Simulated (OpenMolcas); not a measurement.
# Cu⁴⁺ among point charges: CASSCF and CASPT2 levels and susceptibility

How does a field of 5 point charges split the states of Cu⁴⁺, and what χT follows?

Method: state-averaged CASSCF and CASPT2, spin-orbit coupling by RASSI with atomic mean-field integrals. Code: OpenMolcas 26.06.

## (1) Starting point

- Species: Cu⁴⁺ (copper, Z = 29, 25 electrons)
- Basis: ANO-RCC-VDZP [5s4p2d1f], 34 functions
- Scalar Hamiltonian: DKH2, point nucleus
- Inactive shells: 1s 2s 2p 3s 3p
- Active space: 7 electrons in 5 orbitals (3d)
- Some configurations of this space: 3d7
- Orbitals: optimised for each spin and parity, averaged over all roots

The outer shells:

3d7
```
3d [↑↓][↑↓][↑ ][↑ ][↑ ]
```

The ion sits among 5 point charges of -0.65 e arranged as a trigonal bipyramid (D3h), 1.97 Å from the ion, with the axial distance 1.891 Å.

Each step is its own input file, run in one work folder so that later steps find the files of earlier ones. Labels, J, g values, rates, χT and fits are worked out afterwards by a script from the matrices that RASSI stores.

## (2) Basis and integrals

The input, a.inp:

```
&GATEWAY
Coord
1

Cu 0.0 0.0 0.0
Basis=ANO-RCC-VDZP
Group=NoSym
NoMove
AngMom=0.0 0.0 0.0
AMFI
XField
5 Angstrom 0
1.970000 0.000000 0.000000 -0.650000
-0.985000 1.706070 0.000000 -0.650000
-0.985000 -1.706070 0.000000 -0.650000
0.000000 0.000000 1.891200 -0.650000
0.000000 0.000000 -1.891200 -0.650000
&SEWARD
```

Started as:

```bash
> OMP_NUM_THREADS=1 MOLCAS_MEM=1689 MOLCAS_PROJECT=a pymolcas a.inp > a.log
```

Standard output:

```text
Basis set label: CU.ANO-RCC...5S4P2D1F.

      Electronic valence basis set:
      ------------------
      Associated Effective Charge  29.000000 au
      Associated Actual Charge     29.000000 au
      Nuclear Model: Point charge

      Shell  nPrim  nBasis  Cartesian Spherical Contaminant
         s      21       5        X
         p      15       4        X
         d      10       2                 X
         f       6       1                 X
                  Relativistic Douglas-Kroll-Hess integrals:
                    - DKH order of Hamiltonian: 2
                    - DKH order of Properties : 0
                  Atomic mean-field integrals
```

## (3) Reference wave functions, quartets, 10 roots

The input, a.inp:

```
&RASSCF
FileOrb=start.orb
Symmetry=1
Spin=4
nActEl=7 0 0
Inactive=9
Ras2=5
CIRoot=10 10 1
SDav=10
CIMx=300
Iter=120 100
PrWF=0.3
OrbListing=Nothing
MaxOrb=0
>>> COPY $Project.JobIph JOB001
```

Started as:

```bash
> OMP_NUM_THREADS=1 MOLCAS_MEM=1689 MOLCAS_PROJECT=a pymolcas a.inp > a.log
```

start.orb holds the contracted functions of the basis, ordered by shell, or the orbitals of the step before.

Standard output (excerpt; [...] marks lines left out):

```text
[...]
      Number of active orbitals                  5
[...]
      Spin quantum number                      1.5
[...]
      Active orbitals                            5
[...]
      Number of CSFs                            10
      Number of root(s) required                10
[...]
      Convergence after  8 iterations
[...]
      Natural orbitals and occupation numbers for root  1
      sym 1:   1.500000   1.500000   1.000000   1.500000   1.500000
      Natural orbitals and occupation numbers for root  2
      sym 1:   1.500000   1.500000   1.000000   1.500000   1.500000
      Natural orbitals and occupation numbers for root  3
      sym 1:   1.212530   1.787470   1.000000   1.787470   1.212530
::    RASSCF root number  1 Total energy:  -1652.42739137
::    RASSCF root number  2 Total energy:  -1652.42739124
::    RASSCF root number  3 Total energy:  -1652.42618748
[...]
::    RASSCF root number  7 Total energy:  -1652.42300428
::    RASSCF root number  8 Total energy:  -1652.32031429
::    RASSCF root number  9 Total energy:  -1652.31498903
::    RASSCF root number 10 Total energy:  -1652.31498903
```

## (4) Reference wave functions, doublets, 40 roots

The input, a.inp:

```
&RASSCF
FileOrb=start.orb
Symmetry=1
Spin=2
nActEl=7 0 0
Inactive=9
Ras2=5
CIRoot=40 40 1
SDav=40
CIMx=300
Iter=120 100
PrWF=0.3
OrbListing=Nothing
MaxOrb=0
>>> COPY $Project.JobIph JOB002
```

Standard output (excerpt; [...] marks lines left out):

```text
[...]
      Number of active orbitals                  5
[...]
      Spin quantum number                      0.5
[...]
      Active orbitals                            5
[...]
      Number of CSFs                            40
      Number of root(s) required                40
[...]
      Convergence after  7 iterations
[...]
      Natural orbitals and occupation numbers for root  1
      sym 1:   1.504426   1.504278   1.406848   1.448203   1.136245
      Natural orbitals and occupation numbers for root  2
      sym 1:   1.504278   1.504426   1.448203   1.406848   1.136245
      Natural orbitals and occupation numbers for root  3
      sym 1:   1.363111   1.343312   1.259115   1.482528   1.551935
::    RASSCF root number  1 Total energy:  -1652.31621250
::    RASSCF root number  2 Total energy:  -1652.31621250
::    RASSCF root number  3 Total energy:  -1652.31596479
[...]
::    RASSCF root number 27 Total energy:  -1652.26562285
::    RASSCF root number 28 Total energy:  -1652.26562285
::    RASSCF root number 29 Total energy:  -1652.17269007
::    RASSCF root number 30 Total energy:  -1652.17225790
```

## (5) State interaction with spin-orbit coupling

The input, a.inp:

```
&RASSI
NrOfJobIphs=2 10 40
1 2 3 4 5 6 7 8 9 10
1 2 3 4 5 6 7 8 9 10 11 12 13 14 15 16 17 18 19 20 21 22 23 24 25 26 27
28 29 30 31 32 33 34 35 36 37 38 39 40
IphNames
JOB001
JOB002
EJob
SpinOrbit
DIPRint=1.0
SOCoupling=1000.0
Subsets=2
Property=9
'ANGMOM' 1 'ANGMOM' 2 'ANGMOM' 3 'MLTPL  1' 1 'MLTPL  1' 2 'MLTPL  1' 3
'AMFI' 1 'AMFI' 2 'AMFI' 3
SOProperty=3
'ANGMOM' 1 'ANGMOM' 2 'ANGMOM' 3
```

Started as:

```bash
> OMP_NUM_THREADS=1 MOLCAS_MEM=1689 MOLCAS_PROJECT=a pymolcas a.inp > a.log
```

Standard output:

```text
SPIN-FREE ENERGIES:
  (Shifted by EMIN (a.u.) =      -1652.4273913668)

 SF State       Relative EMIN(au)   Rel lowest level(eV)    D:o, cm**(-1)      L_eff

     1             0.0000000000        0.0000000000              0.0000         3.0
     2             0.0000001261        0.0000034315              0.0277         3.0
     3             0.0012038874        0.0327594450            264.2227         3.0
     4             0.0024802481        0.0674909882            544.3515         3.0
     5             0.0024802481        0.0674909882            544.3515         3.0
     6             0.0043870855        0.1193786781            962.8540         3.0
     7             0.0043870855        0.1193786781            962.8540         3.0
     8             0.1070770816        2.9137158244          23500.7030         1.0
    11             0.1111788679        3.0253311179          24400.9411         4.0
    12             0.1111788679        3.0253311179          24400.9411         4.0
    13             0.1114265720        3.0320714876          24455.3058         4.0
    14             0.1114265720        3.0320714876          24455.3058         4.0
    15             0.1115579286        3.0356458847          24484.1353         4.0
    16             0.1117142955        3.0399008441          24518.4538         4.0
    17             0.1117156729        3.0399383248          24518.7561         4.0
    10             0.1124023333        3.0586233065          24669.4607         1.0
     9             0.1124023333        3.0586233065          24669.4607         1.0
    18             0.1129980643        3.0748339725          24800.2085         4.0
    19             0.1129980643        3.0748339725          24800.2085         4.0
    20             0.1454279913        3.9572972424          31917.7548         4.2
    21             0.1454279913        3.9572972424          31917.7548         4.2
    22             0.1456271285        3.9627160420          31961.4603         4.6
    23             0.1464068129        3.9839323347          32132.5813         5.0
    24             0.1464068129        3.9839323347          32132.5813         5.0
    25             0.1470136328        4.0004447450          32265.7629         5.0
    26             0.1470142533        4.0004616308          32265.8991         5.0
    27             0.1479209089        4.0251329852          32464.8869         2.8
    28             0.1479209089        4.0251329852          32464.8869         2.8
    29             0.1487091456        4.0465819983          32637.8849         5.0
    30             0.1487091456        4.0465819983          32637.8849         5.0
    31             0.1491745576        4.0592465053          32740.0310         2.0
    32             0.1521564708        4.1403884971          33394.4853         5.0
    33             0.1521564708        4.1403884971          33394.4853         5.0
    34             0.1595802070        4.3423986487          35023.8071         2.0
    35             0.1595802070        4.3423986487          35023.8071         2.0
    36             0.1613488149        4.3905249230          35411.9717         2.0
    37             0.1617685217        4.4019457259          35504.0867         2.0
    38             0.1617685217        4.4019457259          35504.0867         2.0
    39             0.2547012986        6.9307754142          55900.4736         3.0
    40             0.2551334695        6.9425353827          55995.3242         3.0
Eigenvalues of complex Hamiltonian:
   -----------------------------------
  (Shifted by EMIN (a.u.) =      -1652.4273913668)

 SO State       Relative EMIN(au)   Rel lowest level(eV)    D:o, cm**(-1)     J-value

     1            -0.0076842424        0.0000000000              0.0000         1.7
     2            -0.0076842424        0.0000000000              0.0000         1.7
     3            -0.0058004863        0.0512596170            413.4367         4.5
     4            -0.0058004863        0.0512596170            413.4367         4.5
     5            -0.0054215376        0.0615713349            496.6063         3.0
     6            -0.0054215376        0.0615713349            496.6063         3.0
     7            -0.0052857061        0.0652674981            526.4179         4.3
     8            -0.0052857061        0.0652674981            526.4179         4.3
     9            -0.0046446918        0.0827103869            667.1043         3.8
    10            -0.0046446918        0.0827103869            667.1043         3.8
    11             0.0012540390        0.2432230281           1961.7260         2.6
    12             0.0012540390        0.2432230281           1961.7260         2.6
    13             0.0019526317        0.2622327043           2115.0494         1.6
    14             0.0019526317        0.2622327043           2115.0494         1.6
    15             0.0021459334        0.2674927124           2157.4742         3.2
    16             0.0021459334        0.2674927124           2157.4742         3.2
    17             0.0025968264        0.2797621365           2256.4338         3.5
    18             0.0025968264        0.2797621365           2256.4338         3.5
    19             0.0064134175        0.3836168691           3094.0787         2.0
    20             0.0064134175        0.3836168691           3094.0787         2.0
    21             0.0076586176        0.4175004911           3367.3686         1.3
    22             0.0076586176        0.4175004911           3367.3686         1.3
    23             0.0081472339        0.4307964165           3474.6074         2.4
    24             0.0081472339        0.4307964165           3474.6074         2.4
    25             0.0111450028        0.5123698650           4132.5417         1.1
    26             0.0111450028        0.5123698650           4132.5417         1.1
    27             0.0119571564        0.5344696891           4310.7888         1.5
    28             0.0119571564        0.5344696891           4310.7888         1.5
    29             0.1053203789        3.0750123997          24801.6476         1.7
    30             0.1053203789        3.0750123997          24801.6476         1.7
    31             0.1054384951        3.0782265038          24827.5711         2.3
    32             0.1054384951        3.0782265038          24827.5711         2.3
    33             0.1072690329        3.1280379748          25229.3277         3.8
    34             0.1072690329        3.1280379748          25229.3277         3.8
    35             0.1076424750        3.1381998528          25311.2888         4.3
    36             0.1076424750        3.1381998528          25311.2888         4.3
    37             0.1077911874        3.1422465221          25343.9274         3.1
    38             0.1077911874        3.1422465221          25343.9274         3.1
    39             0.1080039565        3.1480362667          25390.6248         4.5
    40             0.1080039565        3.1480362667          25390.6248         4.5
    41             0.1094254015        3.1867157557          25702.5959         1.7
Weights of the five most important spin-orbit-free states for each spin-orbit state.

 SO State  Total energy (au)           Spin-free states, spin, and weights
 -------------------------------------------------------------------------------------------------------
    1        -0.007684       1 1.5  0.4979    2 1.5  0.4979   19 0.5  0.0021   18 0.5  0.0021   32 0.5  0.0000
    2        -0.007684       1 1.5  0.4979    2 1.5  0.4979   19 0.5  0.0021   18 0.5  0.0021   32 0.5  0.0000
    3        -0.005800       3 1.5  0.5338    4 1.5  0.2163    5 1.5  0.2163    6 1.5  0.0146    7 1.5  0.0146
    4        -0.005800       3 1.5  0.5338    4 1.5  0.2163    5 1.5  0.2163    6 1.5  0.0146    7 1.5  0.0146
    5        -0.005422       1 1.5  0.3121    2 1.5  0.3120    7 1.5  0.1859    6 1.5  0.1859   17 0.5  0.0016
    6        -0.005422       1 1.5  0.3121    2 1.5  0.3120    7 1.5  0.1859    6 1.5  0.1859   17 0.5  0.0016
    7        -0.005286       3 1.5  0.3270    5 1.5  0.2583    4 1.5  0.2583    6 1.5  0.0701    7 1.5  0.0701
    8        -0.005286       3 1.5  0.3270    5 1.5  0.2583    4 1.5  0.2583    6 1.5  0.0701    7 1.5  0.0701
    9        -0.004645       5 1.5  0.2208    4 1.5  0.2208    7 1.5  0.2039    6 1.5  0.2039    2 1.5  0.0730
   10        -0.004645       5 1.5  0.2208    4 1.5  0.2208    7 1.5  0.2039    6 1.5  0.2039    2 1.5  0.0730
   11         0.001254       1 1.5  0.2912    2 1.5  0.2912    5 1.5  0.1908    4 1.5  0.1908    7 1.5  0.0174
   12         0.001254       1 1.5  0.2912    2 1.5  0.2912    5 1.5  0.1908    4 1.5  0.1908    7 1.5  0.0174
```

Time for these steps: 8.9 s (1 thread of Arm Neoverse V2, shared host).

States without spin-orbit coupling:

```
  state  degeneracy  E (cm-1)  free-ion L (%)
quartet           2         0         F (100)
    4A2           1       264         F (100)
     4E           2       544         F (100)
     4E           2       963         F (100)
    4A2           1     23501         P (100)
     2E           2     24401          G (99)
     2E           2     24455         G (100)
    2A1           1     24484         G (100)
doublet           2     24519         G (100)
     4E           2     24669         P (100)
     2E           2     24800         G (100)
     2E           2     31918          H (69)
    2A2           1     31961          H (86)
     2E           2     32133          H (99)
doublet           2     32266         H (100)
     2E           2     32465          P (68)
     2E           2     32638         H (100)
    2A2           1     32740          P (86)
     2E           2     33394         H (100)
     2E           2     35024          D (99)
    2A1           1     35412         D (100)
     2E           2     35504          D (98)
    2A2           1     55900         F (100)
     2E           2     55995         F (100)
```

With spin-orbit coupling:

```csv
E (cm-1),Degeneracy,Label,2S+1,g
0.0,2,E3/2,4,0.00 0.00 12.00
413.4,2,E1/2,4,1.49 6.71 6.71
496.6,2,E1/2,4,0.00 0.00 8.75
526.4,2,E3/2,4,0.00 0.00 4.33
667.1,2,E1/2,4,0.00 0.00 6.59
1962,2,E1/2,4,0.00 0.00 5.60
2115,2,E1/2,4,0.00 0.00 9.25
2157,2,E3/2,4,0.00 0.00 3.43
2256,2,E1/2,4,1.33 5.08 5.08
3094,2,E3/2,4,0.00 0.00 2.17
3367,2,E1/2,4,0.00 0.00 5.81
3475,2,E1/2,4,1.79 3.39 3.39
4133,2,E3/2,4,0.00 0.00 2.08
4311,2,E1/2,4,0.61 1.01 1.01
24802,2,E3/2,4,0.00 0.00 5.87
24828,2,E1/2,4,1.97 4.57 4.57
25229,2,E1/2,2,0.00 0.00 5.66
25311,2,E3/2,2,0.00 0.00 3.42
25344,2,E1/2,2,0.00 0.00 7.79
25391,2,E1/2,2,1.15 5.53 5.53
25703,2,E3/2,2,0.00 0.00 9.96
25742,2,E1/2,4,0.00 0.00 7.99
25944,2,E3/2,4,0.00 0.00 4.06
26110,2,E1/2,4,0.95 3.06 3.06
```

The table of states holds 24 of 29 computed; the rest, higher up, is left out. Labels of spin-orbit levels are those of the rotation subgroup (D3 for D3h). Principal g values are given for doublets only; a zero marks a field direction without first-order Zeeman splitting.

Powder χT (cm³ K/mol): 4.51 at 2 K, 4.52 at 5 K, 4.53 at 10 K, 4.56 at 20 K, 4.66 at 50 K, 4.81 at 100 K, 4.96 at 150 K, 5.09 at 200 K, 5.19 at 250 K, 5.27 at 300 K.

Orbitals of the lowest block (energies include the constant potential of the surroundings):

```csv
shell,space,energy (hartree),mean occupation,⟨r²⟩ (bohr²)
1s,inactive,-334.1380,2.000,0.00362
2s,inactive,-43.4141,2.000,0.0646
2p,inactive,-37.5522,6.000,0.0521
3s,inactive,-6.8532,2.000,0.576
3p,inactive,-5.0208,6.000,0.625
3d,RAS2,,7.000,0.838
```

## (6) CASPT2: IPEA 0.25, imaginary shift 0.1 (closed shells correlated: 3s 3p)

The input, a.inp:

```
>>> COPY JOB001 $Project.JobIph
&CASPT2
Multistate=10 1 2 3 4 5 6 7 8 9 10
NoMult
Frozen=5
IPEA=0.25
Imaginary=0.1
MaxIter=60
WThr=0.0 0.3 0.05
PrWF=0.5
NoMix
>>> COPY JOB002 $Project.JobIph
&CASPT2
Multistate=40 1 2 3 4 5 6 7 8 9 10 11 12 13 14 15 16 17 18 19 20 21 22
23 24 25 26 27 28 29 30 31 32 33 34 35 36 37 38 39 40
NoMult
Frozen=5
IPEA=0.25
Imaginary=0.1
MaxIter=60
WThr=0.0 0.3 0.05
PrWF=0.5
NoMix
```

Started as:

```bash
> OMP_NUM_THREADS=1 MOLCAS_MEM=1689 MOLCAS_PROJECT=a pymolcas a.inp > a.log
```

Standard output (excerpt; [...] marks lines left out):

```text
[...]
      Active orbitals                            5
[...]
      E2 (Variational):          -0.3328187776
      Total energy:           -1652.7602101444
[...]
::    CASPT2 Root  1     Total energy:  -1652.76021014
::    CASPT2 Root  2     Total energy:  -1652.76020987
[...]
::    CASPT2 Root 27     Total energy:  -1652.61511224
::    CASPT2 Root 28     Total energy:  -1652.61511221
::    CASPT2 Root 29     Total energy:  -1652.52572202
::    CASPT2 Root 30     Total energy:  -1652.52539293
```

This run took 3.4 s in all on 1 thread of Arm Neoverse V2, shared host.

SS-CASPT2: lowest energy less the reference's lowest, -0.3328 hartree; reference weights 0.958 to 0.964.

Spin-free states:

```csv
state,degeneracy,E (cm-1),free-ion L (%)
quartet,2,0,F (100)
4A2,1,611,F (100)
4E,2,686,F (100)
4E,2,1948,F (100)
4A2,1,21232,P (100)
4E,2,22452,P (100)
2E,2,23037,G (99)
2E,2,23056,G (100)
2A1,1,23095,G (100)
doublet,2,23146,G (100)
2E,2,23355,G (100)
2A2,1,28042,P (86)
2E,2,28818,P (68)
2E,2,30050,H (69)
2A2,1,30561,H (86)
2E,2,31221,H (99)
doublet,2,31319,H (100)
2E,2,31396,D (99)
2A1,1,31644,D (100)
2E,2,31682,H (100)
2E,2,31845,D (98)
2E,2,32869,H (100)
2A2,1,51464,F (100)
2E,2,51536,F (100)
```

With spin-orbit coupling:

```tsv
E (cm-1)	Degeneracy	Label	2S+1	g
0	2	E3/2	4	0.00 0.00 12.00
680	2	E1/2	4	1.50 6.70 6.70
750	2	E1/2	4	0.00 0.00 8.34
830	2	E3/2	4	0.00 0.00 4.44
1070	2	E1/2	4	0.00 0.00 6.73
2040	2	E1/2	4	0.00 0.00 5.30
2510	2	E1/2	4	1.80 5.01 5.01
2590	2	E3/2	4	0.00 0.00 2.75
2850	2	E1/2	4	0.00 0.00 9.66
3200	2	E3/2	4	0.00 0.00 2.63
3840	2	E1/2	4	2.15 2.95 2.95
4020	2	E1/2	4	0.00 0.00 5.98
4740	2	E3/2	4	0.00 0.00 2.18
5020	2	E1/2	4	0.65 0.65 1.46
22510	2	E3/2	4	0.00 0.00 5.87
22560	2	E1/2	4	1.98 4.52 4.52
23520	2	E1/2	4	0.00 0.00 7.99
23680	2	E3/2	4	0.00 0.00 4.04
23750	2	E1/2	4	1.14 3.13 3.13
23890	2	E1/2	2	0.00 0.00 5.66
23930	2	E3/2	2	0.00 0.00 3.44
23980	2	E1/2	2	1.13 5.49 5.49
23990	2	E1/2	2	0.00 0.00 7.78
24290	2	E3/2	2	0.00 0.00 9.97
```

Powder χT (cm³ K/mol): 4.50 at 2 K, 4.51 at 5 K, 4.52 at 10 K, 4.54 at 20 K, 4.60 at 50 K, 4.70 at 100 K, 4.80 at 150 K, 4.90 at 200 K, 4.98 at 250 K, 5.06 at 300 K.

## (7) The methods side by side

A. CASSCF
B. SS-CASPT2, IPEA 0.25, imaginary shift 0.1 (closed shells correlated: 3s 3p)

```
method  ground state  first state of that spin (cm-1)  first gap with spin-orbit (cm-1)  χT at 300 K
     A       quartet                        4A2 264.2                             413.4         5.27
     B       quartet                        4A2 611.4                             682.7         5.06
```

## (8) Summary of results

| quantity | value |
| --- | --- |
| method | SS-CASPT2, IPEA 0.25, imaginary shift 0.1 (closed shells correlated: 3s 3p) |
| spin-free ground state | quartet, 2-fold in its orbital part |
| first state of the same spin within the active space | 4A2 at 611 cm⁻¹ |
| lowest level | 2-fold E3/2, g = 0.00, 0.00, 12.00 |
| next level | 682.7 cm⁻¹ |
| χT at 300 K | 5.06 cm³ K/mol |
| effective moment at 300 K | 6.36 μB |

Cost by method:

```
                                              method  time of its own steps  time with the reference
                                           A. CASSCF                  8.9 s                    8.9 s
B. SS-CASPT2, IPEA 0.25, imaginary shift 0.1, +3s 3p                  3.4 s                     12 s
```

Times are of one thread on a shared host.

The spin-free ground state (quartet) comes to 100 % from free-ion F terms and keeps the highest spin of the shell. χT at 300 K is 5.06, against 1.88 cm³ K/mol for the spin alone, so orbital moment adds to it. An active space of the d shell alone favours high spin; real ions in strong fields can be low spin. CASPT2 does not keep the components of a term degenerate, and the means are used. The field of point charges can differ much from that of real complexes. With metal d orbitals alone active, the gaps between spin states are rough; where two lie within a few thousand cm-1, their order is open. This is an electrostatic model: the charges have no orbitals.
